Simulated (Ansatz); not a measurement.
This script drives Ansatz 0.2.0, Python API.

`opt.py`
```python
import ansatz as az
import numpy as np

GEOMETRY = '''
F     2.34310   -1.47590   -0.03250
Ge    1.72690   -0.16630    0.96170
Ge    0.00820    0.99460   -0.23150
Ge   -1.75170   -0.53810   -0.75970
H     1.13830   -0.74630    2.27310
H     2.87760    0.81650    1.29710
H    -0.55030    2.14090    0.64970
H     0.59370    1.58110   -1.54130
H    -1.18590   -1.68630   -1.63380
H    -2.33090   -1.12540    0.55260
H    -2.86890    0.20530   -1.53540
'''

mol = az.Crystal.molecule()
for line in GEOMETRY.strip().splitlines():
    symbol, *xyz = line.split()
    mol = mol.atom(symbol, [float(v) for v in xyz])

model = mol.calculation().basis(gaussian='def2-SVP').functional('HF')
symbols = [site.symbol for site in mol.cartesian_sites]
start = np.array([site.position_ang for site in mol.cartesian_sites], dtype=float)
def progress(event):
    if event['event'] == 'relax_step':
        row = event['data']
        print(f'step {row["step"]:3d}  E = {row["lagrangian_ev"]:.6f} eV  max force {row["allowed_force_max_ev_ang"]:.4f} eV/A')


summary = model.relax(force_tolerance=0.01, max_steps=100).session().plan().execute(on_event=progress).report
end = np.array(summary['positions_ang'])

print('reference energy %16.6f eV' % summary['reference_energy_ev'])
print('total energy     %16.6f eV' % summary['free_energy_ev'])
print('occupied (up, down):', summary['n_occupied'], ' virtual:', summary['n_virtual'], ' frozen:', summary['n_frozen'])

print('bond        before    after (A)')
for i, j in [(0, 1), (1, 2), (1, 4), (1, 5), (2, 3), (2, 6), (2, 7), (3, 8), (3, 9), (3, 10)]:
    d0, d1 = (np.linalg.norm(xyz[i] - xyz[j]) for xyz in (start, end))
    print(f'{symbols[i]}{i}-{symbols[j]}{j}'.ljust(10), f'{d0:8.4f} {d1:8.4f}')
```

It is started by `python opt.py`. Estimate its wall time and peak memory on 1 thread of AMD EPYC 7R43 64-Core Processor (Zen 3) (shared host).

It took about 5.7 min, with a peak of 0.51 GiB, for 1 run of the engine.

Running `python opt.py` prints:
```text
step   1  E = -172214.774187 eV  max force 0.7330 eV/A
step   2  E = -172214.871236 eV  max force 0.3668 eV/A
step   3  E = -172214.896893 eV  max force 0.3053 eV/A
step   4  E = -172214.907415 eV  max force 0.0708 eV/A
step   5  E = -172214.909646 eV  max force 0.0322 eV/A
step   6  E = -172214.910508 eV  max force 0.0596 eV/A
step   7  E = -172214.911065 eV  max force 0.0510 eV/A
step   8  E = -172214.912004 eV  max force 0.2081 eV/A
step   9  E = -172214.912787 eV  max force 0.1412 eV/A
step  10  E = -172214.914952 eV  max force 0.0319 eV/A
step  11  E = -172214.916599 eV  max force 0.0773 eV/A
step  12  E = -172214.917433 eV  max force 0.0900 eV/A
step  13  E = -172214.918598 eV  max force 0.0942 eV/A
step  14  E = -172214.920155 eV  max force 0.0849 eV/A
step  15  E = -172214.919948 eV  max force 0.2234 eV/A
step  16  E = -172214.921457 eV  max force 0.0749 eV/A
step  17  E = -172214.921916 eV  max force 0.1077 eV/A
step  18  E = -172214.922495 eV  max force 0.1343 eV/A
step  19  E = -172214.923899 eV  max force 0.0199 eV/A
step  20  E = -172214.924598 eV  max force 0.0298 eV/A
step  21  E = -172214.924167 eV  max force 0.1667 eV/A
step  22  E = -172214.925180 eV  max force 0.0605 eV/A
step  23  E = -172214.925458 eV  max force 0.0893 eV/A
step  24  E = -172214.925672 eV  max force 0.0711 eV/A
step  25  E = -172214.926247 eV  max force 0.0558 eV/A
step  26  E = -172214.925865 eV  max force 0.0908 eV/A
step  27  E = -172214.926711 eV  max force 0.0300 eV/A
step  28  E = -172214.926870 eV  max force 0.0452 eV/A
step  29  E = -172214.926957 eV  max force 0.0615 eV/A
step  30  E = -172214.927046 eV  max force 0.0659 eV/A
step  31  E = -172214.927109 eV  max force 0.0528 eV/A
step  32  E = -172214.927173 eV  max force 0.0380 eV/A
step  33  E = -172214.927213 eV  max force 0.0242 eV/A
step  34  E = -172214.927258 eV  max force 0.0067 eV/A
step  35  E = -172214.927278 eV  max force 0.0051 eV/A
step  36  E = -172214.927289 eV  max force 0.0088 eV/A
reference energy   -172214.927289 eV
total energy       -172214.927289 eV
occupied (up, down): [56, 56]  virtual: [89, 89]  frozen: 0
bond        before    after (A)
F0-Ge1       1.7559   1.7437
Ge1-Ge2      2.3928   2.4588
Ge1-H4       1.5500   1.5311
Ge1-H5       1.5500   1.5307
Ge2-Ge3      2.3928   2.4599
Ge2-H6       1.5500   1.5358
Ge2-H7       1.5500   1.5358
Ge3-H8       1.5500   1.5319
Ge3-H9       1.5500   1.5320
Ge3-H10      1.5500   1.5358
```

Total energies depend on the basis set; only differences at equal settings carry meaning. The end point is the stationary point reached from this start; no frequency run checks that it is a minimum, and the basis set is modest.

(Lines on the test bed's own set-up are left out of the output.)
